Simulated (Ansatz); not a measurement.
# C2H10ClNOSi2: the cost of one run

Method: RKS PBE0/STO-3G, in Ansatz 0.2.0.

## 1. The structure to begin with

Bond lengths (14 of 16 bonds, heavy atoms first): Si1–O2 1.680 Å, Si1–Cl4 2.130 Å, Si1–N5 1.819 Å, N5–C6 1.470 Å, N5–C10 1.470 Å, Si1–Si14 2.218 Å, O2–H3 1.010 Å, C6–H7 1.110 Å, C6–H8 1.110 Å, C6–H9 1.110 Å, C10–H11 1.110 Å, C10–H12 1.110 Å, C10–H13 1.110 Å, Si14–H15 1.460 Å. Angles (14 of 28 angles, heavy atoms first): O2–Si1–Cl4 109.4°, O2–Si1–N5 109.5°, O2–Si1–Si14 109.5°, Cl4–Si1–N5 109.5°, Cl4–Si1–Si14 109.5°, N5–Si1–Si14 109.5°, Si1–N5–C6 120.0°, Si1–N5–C10 120.0°, C6–N5–C10 120.0°, Si1–O2–H3 109.5°, N5–C6–H7 109.5°, N5–C6–H8 109.5°, N5–C6–H9 109.5°, N5–C10–H11 109.5°.

The coordinates stand in the first input below.

## 2. Relaxing the start

Contents of input.yaml:

```yaml
crystal:
  periodic: [false, false, false]
  atoms:
    - { symbol: Si, position_ang: [0.0, 0.0, 0.0] }
    - { symbol: O, position_ang: [0.0, 0.0, 1.68] }
    - { symbol: H, position_ang: [-0.9095, -0.2814, 2.0171] }
    - { symbol: Cl, position_ang: [2.0086, 0.0, -0.7093] }
    - { symbol: "N", position_ang: [-0.8572, 1.4851, -0.6061] }
    - { symbol: C, position_ang: [-2.2719, 1.4087, -0.9981] }
    - { symbol: H, position_ang: [-2.8245, 0.7784, -0.2704] }
    - { symbol: H, position_ang: [-2.7088, 2.429, -1.0098] }
    - { symbol: H, position_ang: [-2.3521, 0.9607, -2.0106] }
    - { symbol: C, position_ang: [-0.1354, 2.762, -0.7039] }
    - { symbol: H, position_ang: [-0.2436, 3.1711, -1.73] }
    - { symbol: H, position_ang: [-0.5567, 3.4827, 0.0276] }
    - { symbol: H, position_ang: [0.9399, 2.5975, -0.4831] }
    - { symbol: Si, position_ang: [-1.0456, -1.8115, -0.7393] }
    - { symbol: H, position_ang: [-1.7029, -2.4846, 0.3772] }
    - { symbol: H, position_ang: [-2.0454, -1.4265, -1.7311] }
    - { symbol: H, position_ang: [-0.0777, -2.7173, -1.3511] }
basis:
  gaussian: { orbitals: STO-3G }
hamiltonian:
  xc: pbe0
relax:
  f_tol: 0.02
  max_steps: 40
```

Run with:

```bash
$ ansatz run input.yaml --threads 1 --pin off --max-ram 2048MiB --backend cpu --events-out ev --progress --plain --runs-dir out
```

Q: Estimate wall time and peak memory on 1 thread of Arm Neoverse V2, shared host.

About 3.3 min, with a peak of 0.2 GiB.
